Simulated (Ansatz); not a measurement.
**Cadmium, simple cubic: r²SCAN0 at the r²SCAN geometry**

Aim: see what exact exchange does to the levels, and what it costs. Spin polarisation is left out. The cell comes from an earlier r²SCAN relaxation. Exact exchange is dear, so the k-mesh is coarse, and r²SCAN is run on the same mesh for comparison.

Computed with Ansatz 0.2.0 (DFT, plane waves (500 eV) with PBE-made PAW files, scalar-relativistic; functionals as named at each step, unless a step says otherwise).

### 1 Starting point

Symmetry: Pm-3m, No. 221, cubic system. Conventional cell: a = 2.941 Å, b = 2.941 Å, c = 2.941 Å, α = 90.00°, β = 90.00°, γ = 90.00°. Cd (site symmetry m-3m) is surrounded by 6 Cd at 2.94 Å.

Coordinates:

```cif
data_structure
_symmetry_space_group_name_H-M 'Pm-3m'
_symmetry_Int_Tables_number 221
_cell_length_a 2.9406
_cell_length_b 2.9406
_cell_length_c 2.9406
_cell_angle_alpha 90.000
_cell_angle_beta 90.000
_cell_angle_gamma 90.000
_cell_volume 25.43
loop_
_atom_site_label
_atom_site_type_symbol
_atom_site_symmetry_multiplicity
_atom_site_Wyckoff_symbol
_atom_site_fract_x
_atom_site_fract_y
_atom_site_fract_z
_atom_site_occupancy
Cd1 Cd 1 a 0.00000 0.00000 0.00000 1
```

### 2 r²SCAN on the coarse mesh

The run with r²SCAN.

Input file input.yaml:

```yaml
crystal:
  lattice:
    - [2.9406369434, 0.0, 0.0]
    - [0.0, 2.9406369434, 0.0]
    - [0.0, 0.0, 2.9406369434]
  atoms:
    - { symbol: Cd, position: [0.0, 0.0, 0.0] }
hamiltonian:
  xc: r2scan
  pseudopotentials:
    kind: paw
    azcp:
      Cd: "pseudopotentials/Cd.paw.azcp"
basis:
  ecutwfc: 500
  fft_grid_basis: typed
kpoints:
  mp_grid: { grid: [6, 6, 6], shift: [0, 0, 0] }
magnetization:
  spin_polarized: false
scf:
  occupations: { method: fermi_dirac, width: 0.1 }
```

Started as:

```
$ ansatz run input.yaml --threads 4 --pin off --max-ram 8192MiB --backend cpu --events-out ev --progress --plain --runs-dir out
```

Output, shortened:

```text
Warning: RAYON_NUM_THREADS=4 ignored (pool sized by the plan → 4); use --threads N
[...]
Pseudopotentials: kind: paw
Pseudopotential: Cd, paw, valence charge 20, recommended cutoff 500 eV (meta_gga), <dir>
Functional definition: r2SCAN
[...]
Crystal: 1 atoms, lattice volume = 25.429 Å³
Basis set: ecut = 500 eV, 619 PW (Γ), exchange–correlation on 96×96×96 points (64 copies of the dense FFT grid, shifted against one another)
Bands: 14, of which v1, the nominal top of the filled ones, is band 10 counted from 1 (9 counted from 0)
Symmetry: 48 space group operations
Space group: Pm-3m (ITA 221), of the structure as read, at distance tolerance 2.9e-5 Å
k-points: 20 of 216
[...]
SCF iter   1: F=—  HF=-8268.058599 eV  |F-HF|=—  |Δ(HF+E_count)|=         —  Δρ=6.04e-3  dr2=8.18e-3  dr2_τ=3.31e-3  ethr=1.77e-3  ⟨swp⟩=5.2  Hψ=1426  notcnv=0
[...]
SCF iter   6: F=-8268.060691 eV  HF=-8268.060691 eV  |F-HF|=1.98e-9  |Δ(HF+E_count)|=   8.44e-8  Δρ=2.41e-6  dr2=1.28e-9  dr2_τ=7.97e-11  ethr=1.05e-10  ⟨swp⟩=1.0  Hψ=838  notcnv=0
[...]
SCF converged after 6 iterations
Free energy (F): -8268.060691 eV
[...]
E sigma→0 (E₀):  -8268.057217 eV
Entropy (-TS):   -0.006949 eV (-6.949 meV/atom)
Fermi energy:    11.487295 eV
[...]
```

Run time: 0.4 s. Hardware: 4 threads of Arm Neoverse V2, shared host; peak memory 0.3 GiB.

### 3 r²SCAN0, coarse mesh

The run with r²SCAN0.

Edit input.yaml of step 2 so:

```diff
@@ -8,3 +8,3 @@
 hamiltonian:
-  xc: r2scan
+  xc: r2scan0
   pseudopotentials:
```

Started as:

```
$ ansatz run input.yaml --threads 4 --pin off --max-ram 8192MiB --backend cpu --events-out ev --progress --plain --runs-dir out
```

Output, shortened:

```text
Warning: RAYON_NUM_THREADS=4 ignored (pool sized by the plan → 4); use --threads N
[...]
[... 2 set-up lines as earlier in the session ...]
Functional definition: r2SCAN0
[...]
Crystal: 1 atoms, lattice volume = 25.429 Å³
Basis set: ecut = 500 eV, 619 PW (Γ), exchange–correlation on 96×96×96 points (64 copies of the dense FFT grid, shifted against one another)
Bands: 14, of which v1, the nominal top of the filled ones, is band 10 counted from 1 (9 counted from 0)
[... 2 set-up lines as earlier in the session ...]
k-points: 20 of 216
[...]
SCF iter   1: F=—  HF=-8268.058254 eV  |F-HF|=—  |Δ(HF+E_count)|=         —  Δρ=5.86e-3  dr2=6.97e-3  dr2_τ=3.55e-3  ethr=1.77e-3  ⟨swp⟩=11.2  Hψ=1345  notcnv=0
[...]
Frozen-core exchange: fock
[...]
hybrid outer 2: dexx = +1.360e-7 eV, tail = 3.69e-8 eV, Δε = 1.90e-3 eV (about 1.36e-4 eV left of the loop's levels)
hybrid SCF converged: 2 outer / 8 inner (+7 warm-up), last move |dexx| = 1.36e-7 eV, tail = 3.69e-8 eV
Stability not checked: this state was not tested for a lower state beside it, because the functional holds exact exchange (a hybrid, or Hartree-Fock), whose exchange loop this test does not read (fock_operator; see scf.lower_state_search)
Free energy (F): -8267.693676 eV
Frozen-core exchange: fock
[...]
E sigma→0 (E₀):  -8267.692031 eV
Entropy (-TS):   -0.003290 eV (-3.290 meV/atom)
Fermi energy:    11.617991 eV
[...]
--- Band table (eV; the first three rows and the last of 20) ---
  k-point 0: bands = ["-99.2719", "-58.2883", "-58.2883", "-58.2883", "-0.5114", "-0.5114", "1.0408", "1.0408", "1.0408", "2.2089", "23.0619", "23.0619"]
[...]
  guard bands above this table: 2 of the run's 14 bands. The solve was not asked for them (output.publish_guard_bands: true or output.eigenvalues: true publishes all)
```

Wall time 3.4 s (4 threads of Arm Neoverse V2, shared host); peak memory 1 GiB.

### 4 Side by side

```
functional               gap on the mesh  Fermi energy (eV)  SCF cycles  exchange loops  CPU time
    r²SCAN  none (levels filled in part)             11.487           6               -       1 s
   r²SCAN0  none (levels filled in part)             11.618          15               2      10 s
```

### 5 Outcome

| quantity | value |
| --- | --- |
| r²SCAN: gap | none (levels filled in part) |
| r²SCAN0: gap | none (levels filled in part) |
| r²SCAN0: SCF cycles, exchange loops | 15, 2 |
| r²SCAN0: CPU time over that of r²SCAN | 9.8 |
| r²SCAN0: relative to hcp | +230 meV/atom |

What this shows: Both r²SCAN and r²SCAN0 leave levels filled in part. r²SCAN0 cost 9.8 times the CPU time of r²SCAN. r²SCAN0 needed 2 outer loops of the exchange operator. To compare with dense-mesh energies, the change of r²SCAN from this mesh and smearing to its dense run (+39.0 meV/atom, from a run not shown) is added. Under r²SCAN0 it lies 230 meV/atom above hcp (computed apart in the same way); on such meshes a few tens of meV are uncertain for metals. Absolute energies differ from functional to functional, by eV per atom at times, and say nothing by themselves.
